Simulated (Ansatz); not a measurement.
# In3GaAs4: the cost of one run

Program: Ansatz 0.2.0. PAW datasets, plane waves, zero pressure. The calculation is spin-unpolarised, and the structure need not be a phase that has been made.

## 1. Starting point

This is the cell as the run starts from it, not yet at rest; its lengths are not the crystal's.

Space group P-4m2 (No. 115), tetragonal; a = 4.123 Å, c = 11.661 Å in the conventional setting, 24.78 Å³ an atom. Around Ga lie 4 As at 2.52 Å; around As lie 2 Ga at 2.52 Å and 2 In at 2.52 Å; around In lie 4 As at 2.52 Å; around As lie 4 In at 2.52 Å.

The structure in full:

```
CELL_PARAMETERS angstrom
4.12278 0.00000 0.00000
0.00000 4.12278 0.00000
0.00000 0.00000 11.66097
ATOMIC_POSITIONS crystal
Ga 0.00000 0.00000 0.00000
As 0.00000 0.50000 0.12500
In 0.50000 0.50000 0.25000
As 0.50000 0.00000 0.37500
In 0.00000 0.00000 0.50000
As 0.00000 0.50000 0.62500
In 0.50000 0.50000 0.75000
As 0.50000 0.00000 0.87500
```

## 2. Relaxation with PBE

input.yaml reads:

```yaml
crystal:
  lattice:
    - [4.1227770109, 0.0, 0.0]
    - [0.0, 4.1227770109, 0.0]
    - [0.0, 0.0, 11.6609743269]
  atoms:
    - { symbol: Ga, position: [0.0, 0.0, 0.0] }
    - { symbol: As, position: [0.0, 0.5, 0.125] }
    - { symbol: In, position: [0.5, 0.5, 0.25] }
    - { symbol: As, position: [0.5, 0.0, 0.375] }
    - { symbol: In, position: [0.0, 0.0, 0.5] }
    - { symbol: As, position: [0.0, 0.5, 0.625] }
    - { symbol: In, position: [0.5, 0.5, 0.75] }
    - { symbol: As, position: [0.5, 0.0, 0.875] }
kpoints:
  mp_grid: { grid: [6, 6, 2] }
hamiltonian:
  xc: pbe
scf:
  occupations: { method: fermi_dirac, width: 0.02 }
relax:
  f_tol: 0.005
  cell: {}
output:
  write_density: true
  write_potential: true
  elf: true
  volumetric_format: npy
```

Command:

```bash
$ ansatz run input.yaml --threads 4 --pin off --max-ram 6451MiB --backend cpu --events-out ev --progress --plain --runs-dir out
```

**Question.** How long does this run take on 4 threads of Arm Neoverse V2, shared host, and how much memory does it need?

About 35 s, with a peak of 0.78 GiB.
